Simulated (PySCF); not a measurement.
**[Ce(NH2)3]−: other functionals and bases at one geometry**

How far do other levels of theory move the description of [Ce(NH2)3]−, and what does each cost? The structure is generated, not taken from experiment.

Method: several levels, as the steps say, no spin–orbit coupling; program: PySCF 2.14.0.

1 further run of the same task is left out (for a known fault of the program).

## 1. The starting structure

10 atoms, charge -1, spin multiplicity 1.

Bond lengths: Ce1–N2 2.505 Å, Ce1–N5 2.506 Å, Ce1–N8 2.506 Å, N2–H3 1.026 Å, N2–H4 1.026 Å, N5–H6 1.026 Å, N5–H7 1.026 Å, N8–H9 1.026 Å, N8–H10 1.026 Å. Angles: N2–Ce1–N5 120.0°, N2–Ce1–N8 120.5°, N5–Ce1–N8 119.4°, Ce1–N2–H3 129.7°, Ce1–N2–H4 127.4°, H3–N2–H4 102.9°, Ce1–N5–H6 127.4°, Ce1–N5–H7 129.8°, H6–N5–H7 102.8°, Ce1–N8–H9 127.4°, Ce1–N8–H10 129.7°, H9–N8–H10 102.8°.

As a file:

```xyz
10
CeH6N3
Ce    0.0147   -0.0054    0.0226
N     2.5101   -0.0012   -0.1945
H     3.1614   -0.7893   -0.2757
H     3.1318    0.8141   -0.2308
N    -1.2486    2.1592    0.0182
H    -2.2626    2.2887    0.1062
H    -0.9054    3.1189   -0.0964
N    -1.2449   -2.1650    0.1915
H    -2.2600   -2.2903    0.2765
H    -0.8965   -3.1298    0.1823
```

Formal oxidation states: Ce +2. Each metal's 2 4f electrons lie in its core potential, so multiplicities, spins and levels count the valence alone. For divalent La, Ce, Gd or Lu the extra electron is normally 5d or 6s, so this core forces an excited configuration. An earlier session relaxed this geometry at PBE0, Ce lcecp-0-SVP with ECP48, N def2-SVP, H def2-SVP (singlet, point group C1).

At PBE0 on the finer grid: E = -194.253027 Eh, frontier levels not given, since the 4f levels lie in the core, Mulliken charge on Ce1 +0.47 e, largest force component 0.017 eV/Å. 

Levels to run: wB97X; BLYP; PBE0, TZVP. Hardware: 2 threads of Arm Neoverse V1, shared host.

## 2. wB97X

The input, run.py (the lines that set the calculation):

```python
mol = gto.M(atom='''
Ce     0.01471    -0.00537     0.02263
N      2.51010    -0.00122    -0.19451
H      3.16138    -0.78928    -0.27566
H      3.13180     0.81413    -0.23077
N     -1.24860     2.15916     0.01816
H     -2.26261     2.28868     0.10623
H     -0.90538     3.11886    -0.09635
N     -1.24485    -2.16495     0.19150
H     -2.26001    -2.29026     0.27649
H     -0.89654    -3.12975     0.18228''',
    basis={'Ce': 'lcecp-0-SVP', 'N': 'def2-SVP', 'H': 'def2-SVP'},
    ecp={'Ce': 'lcecp-0-SVP'},
    charge=-1, spin=0)
mf = dft.RKS(mol, xc='WB97X')
mf.grids.atom_grid = (75, 302)  # f atoms: unpruned, at least (60, 302)
mf = mf.density_fit()  # fitting sets: Ce AutoAux, N def2-universal-JKFIT, H def2-universal-JKFIT
mf.conv_tol = 1e-08; mf.max_cycle = 55
mf.kernel(dm0)  # dm0: the density of the relaxed state
```

Command:

```sh
> OMP_NUM_THREADS=2 python run.py
```

## 3. BLYP

Changes to run.py (the lines that set the calculation) since step 2:

```diff
@@ -14,3 +14,3 @@
     charge=-1, spin=0)
-mf = dft.RKS(mol, xc='WB97X')
+mf = dft.RKS(mol, xc='BLYP')
 mf.grids.atom_grid = (75, 302)  # f atoms: unpruned, at least (60, 302)
```

## 4. PBE0, TZVP

Basis: Ce lcecp-0-TZVP with ECP48, N def2-TZVP, H def2-TZVP. 

Changes to run.py (the lines that set the calculation) since step 3:

```diff
@@ -11,6 +11,6 @@
 H     -0.89654    -3.12975     0.18228''',
-    basis={'Ce': 'lcecp-0-SVP', 'N': 'def2-SVP', 'H': 'def2-SVP'},
-    ecp={'Ce': 'lcecp-0-SVP'},
+    basis={'Ce': 'lcecp-0-TZVP', 'N': 'def2-TZVP', 'H': 'def2-TZVP'},
+    ecp={'Ce': 'lcecp-0-TZVP'},
     charge=-1, spin=0)
-mf = dft.RKS(mol, xc='BLYP')
+mf = dft.RKS(mol, xc='PBE0')
 mf.grids.atom_grid = (75, 302)  # f atoms: unpruned, at least (60, 302)
@@ -18,2 +18,2 @@
 mf.conv_tol = 1e-08; mf.max_cycle = 55
-mf.kernel(dm0)  # dm0: the density of the relaxed state
+mf.kernel(dm0)  # dm0: free metal ions and neutral atoms
```

Q: Predict the outcome of this session. Wanted: for each run, charge on Ce1; dipole; largest force.

As calculated:

| level | state | charge on Ce1 (e) | dipole (D) | largest force (eV/Å) | basis functions | time |
| --- | --- | --- | --- | --- | --- | --- |
| PBE0 (relaxed here) | singlet | 0.47 | 0.06 | 0.02 | 103 | 16 s |
| wB97X | singlet | 0.51 | 0.06 | 0.10 | 103 | 7.1 s |
| BLYP | singlet | 0.21 | 0.05 | 0.48 | 103 | 6.4 s |
| PBE0, TZVP | singlet | 1.09 | 0.07 | 0.50 | 176 | 14 s |

Times are on 2 threads of Arm Neoverse V1, shared host; the first row also made further properties. The dipole of a charged species depends on the origin, so these sizes hold for this origin alone.

The largest leftover force, 0.50 eV/Å with PBE0, TZVP, stands at a geometry relaxed at another level. The Mulliken charge on Ce spans +0.21 to +1.09 e over the levels. With 4f in the core, its levels are missing from HOMO and gap. Total energies of different levels can't be compared. Spin–orbit coupling is left out throughout.
